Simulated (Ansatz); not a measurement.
**HBrCl (doublet): from Hartree-Fock to the top rungs at distance Br1–H2 along a hydrogen transfer = 1.596 Å, cc-pVDZ**

How much of the correlation energy of HBrCl (doublet) does each wave-function method recover here?

Program: Ansatz 0.2.0, Gaussian basis. Level of theory: cc-pVDZ, core rule «outside noble gas», up to 19 orbitals frozen. These are calculated values, not measurements.

To be run: UHF; CCSD(T) on ROHF; CCSD(T) on UHF; BCCD(T) on ROHF; CISD; CCSDT(Q) on ROHF; CCSDT(Q) on UHF; CASSCF and MRCISD+Q, 3 electrons in 3 orbitals; CASSCF and NEVPT2, 3 electrons in 3 orbitals; CASSCF and MRCISD+Q, 15 electrons in 9 orbitals; CASSCF and MRCISD+Q(relaxed), 15 electrons in 9 orbitals; CASSCF and NEVPT2, 15 electrons in 9 orbitals.

15 further runs of the same task are left out: 14 that didn't finish, 1 set aside as unsound or not needed.

### Step 1. The geometry

The geometry derives from fragments relaxed apart (PBE0/def2-TZVP) and kept rigid, so it is no stationary point. A hydrogen atom is moved between rigid fragments. No spin-orbit coupling is included. The filled d shell of Br may be among the frozen orbitals whatever the setting's name suggests; the logs give the count.

3 atoms, charge 0, spin multiplicity 2.

Atoms are counted from 1 here; the program's logs count them from 0.

Bond lengths: Br1–H2 1.596 Å, H2–Cl3 1.583 Å. Angles: Br1–H2–Cl3 180.0°.

### Step 2. UHF

File in.yaml:

```yaml
crystal:
  periodic: [false, false, false]
  atoms:
    - {symbol: Br, position_ang: [0.000000, 0.000000, -1.591667]}
    - {symbol: H, position_ang: [0.000000, 0.000000, 0.004333]}
    - {symbol: Cl, position_ang: [0.000000, 0.000000, 1.587333]}
basis:
  gaussian: {orbitals: cc-pVDZ}
magnetization: {spin_polarized: true, initial_magnetization: 1}
hamiltonian: {xc: hf}
output: {orbitals: {seedname: orbitals}}
```

Command:

```sh
$ ansatz run in.yaml --threads 1 --pin off --events-out ev --progress --plain --max-ram 2393MiB
```

Further steps of the session: CCSD(T) on ROHF; CCSD(T) on UHF; BCCD(T) on ROHF; CISD; CCSDT(Q) on ROHF; CCSDT(Q) on UHF; CASSCF and MRCISD+Q, 3 electrons in 3 orbitals; CASSCF and NEVPT2, 3 electrons in 3 orbitals; CASSCF and MRCISD+Q, 15 electrons in 9 orbitals; CASSCF and MRCISD+Q(relaxed), 15 electrons in 9 orbitals; CASSCF and NEVPT2, 15 electrons in 9 orbitals.

**Question.** What will the summary of the whole plan be? Wanted: UCCSDT(Q) below the RHF energy; RMP2 from UCCSDT(Q); UMP2 from UCCSDT(Q); RCCSD from UCCSDT(Q); RCCSD(T) from UCCSDT(Q); UCCSD(T) from UCCSDT(Q); RCCSDT(Q) from UCCSDT(Q); NEVPT2 pair from UCCSDT(Q); MRCISD+Q pair from UCCSDT(Q).

As calculated:

| quantity | value |
| --- | --- |
| UCCSDT(Q) below the RHF energy | -8.1914 eV |
| RMP2 from UCCSDT(Q) | +22.01 kcal/mol |
| UMP2 from UCCSDT(Q) | +24.16 kcal/mol |
| RCCSD from UCCSDT(Q) | +4.19 kcal/mol |
| RCCSD(T) from UCCSDT(Q) | +0.73 kcal/mol |
| UCCSD(T) from UCCSDT(Q) | +0.75 kcal/mol |
| RCCSDT(Q) from UCCSDT(Q) | +0.01 kcal/mol |
| NEVPT2 pair from UCCSDT(Q) | +20.48 kcal/mol |
| MRCISD+Q pair from UCCSDT(Q) | +1.17 kcal/mol |
| NEVPT2 valence from UCCSDT(Q) | +36.80 kcal/mol |
| levels within 1 kcal/mol (43 meV) | RCCSD(T), UCCSD(T), BCCD(T), RCCSDT, UCCSDT, RCCSDT(Q), MRCISD+Q valence, MRCISD+Q(relaxed) valence |
| T1 diagnostic | 0.022 |
| effectively unpaired electrons | 1.02 |

**Reading.** RCCSD(T) misses by +0.73 kcal/mol, 0.4 % of the correlation energy. One determinant dominates. Of the multireference levels listed MRCISD+Q(relaxed) valence comes nearest in total energy (+0.54 kcal/mol), which doesn't show that its space is the better one. These misses are within one basis, not against nature; the frozen cores of restricted and unrestricted runs differ, which can shift their rows.
